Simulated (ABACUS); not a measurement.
Crystal: HPbNO4.

```
H Pb N O
1.0
     3.85707    0.00178   -0.03658
     0.17353    4.33436   -0.01647
     0.75803    0.83873    5.87662
H Pb N O
1 1 1 4
Direct
  0.61511 0.89559 0.19844
  0.64597 0.44651 0.91685
  0.71474 0.23810 0.50058
  0.16958 0.47007 0.77768
  0.62919 0.97045 0.49845
  0.56424 0.92583 0.03849
  0.78022 0.42250 0.31951
```

The cell was built by a generator and needn't be a form met in nature.

Base run:

| Item | Value |
| --- | --- |
| Program | ABACUS 3.10.1 |
| Functional | PBE |
| Potentials or basis | PseudoDojo NC SR 0.4.1 PBE standard |
| Cutoff | 1361 eV |
| Density cutoff | 5442 eV |
| Basis | DZP LCAO (the cutoffs set its grid) |
| k mesh | 7 × 6 × 5 |
| Occupations | fermi-dirac, width 0.05 eV |
| Spin | no spin polarisation |

Its results: band gap on the k mesh 0.33 eV, indirect (least direct gap 0.57 eV); pressure 4.7 GPa; largest force 1.914 eV/Å.

Task: After a change of settings the same cell gave: band gap on the k mesh 0.24 eV, indirect (least direct gap 0.45 eV); pressure 4.7 GPa; largest force 1.913 eV/Å. Which change was it?
A. k mesh from 7 × 6 × 5 to 5 × 4 × 4
B. basis from DZP LCAO (the cutoffs set its grid) to TZDP LCAO (the cutoffs set its grid)
C. cutoff from 1361 eV to 1143 eV; density cutoff from 5442 eV to 4572 eV; basis from DZP LCAO (the cutoffs set its grid) to plane waves
D. potentials or basis from PseudoDojo NC SR 0.4.1 PBE standard to PseudoDojo NC FR 0.4 PBE standard; k mesh from 7 × 6 × 5 to 4 × 4 × 3

Result: A.

Caveats: the atomic orbitals were generated for these runs and aren't a published set; spin-orbit coupling is left out, which as a rule narrows the gap of such compounds by several tenths of an eV; an odd mesh through Γ misses points on the zone boundary, where band edges often lie; the basis of atomic orbitals isn't converged, which shifts pressures, moduli and gaps; forces of over 1 eV/Å show positions far from the minimum, so gaps and moduli don't describe the material at rest.
